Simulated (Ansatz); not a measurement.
# SnPt: the cost of one run

Method: DFT r²SCAN, scalar-relativistic, in Ansatz 0.2.0.

### Step 1. The system as given

The cell holds 4 atoms (Pt2Sn2): a = 4.101 Å, b = 4.101 Å, c = 5.441 Å, α = 90.00°, β = 90.00°, γ = 120.00°.

Structure file:

```
CELL_PARAMETERS angstrom
4.10140 0.00000 0.00000
-2.05070 3.55192 0.00000
0.00000 0.00000 5.44050
ATOMIC_POSITIONS crystal
Sn 0.33333 0.66667 0.25000
Sn 0.66667 0.33333 0.75000
Pt 0.00000 0.00000 0.00000
Pt 0.00000 0.00000 0.50000
```

The cell comes from a crystallographic database entry that wasn't checked; take it as a given geometry, which may be far from equilibrium.

### Step 2. PAW with frozen cores

input.yaml reads:

```yaml
crystal:
  lattice:
    - [4.1014, 0.0, 0.0]
    - [-2.0507, 3.5519165911, 0.0]
    - [0.0, 0.0, 5.4405]
  atoms:
    - { symbol: Sn, position: [0.3333333333, 0.6666666667, 0.25] }
    - { symbol: Sn, position: [0.6666666667, 0.3333333333, 0.75] }
    - { symbol: Pt, position: [0.0, 0.0, 0.0] }
    - { symbol: Pt, position: [0.0, 0.0, 0.5] }
kpoints:
  mp_grid: { grid: [5, 5, 4] }
scf:
  occupations: { method: fermi_dirac, width: 0.08 }
hamiltonian:
  xc: r2scan
  pseudopotentials: { kind: paw }
output:
  forces: true
  stress: true
md:
  timestep: 2.0
  n_steps: 15
  ensemble: nve
  temperature: 300
  initial_velocities: maxwell_boltzmann
  seed: 181177
```

Launch:

```
$ ansatz run input.yaml --threads 2 --pin off --max-ram 6144MiB --backend cpu --events-out ev --progress --plain --runs-dir out
```

Q: Estimate wall time and peak memory on 2 threads of Intel Xeon 6975P-C (Granite Rapids), shared host.

About 83 s, with a peak of 0.71 GiB.
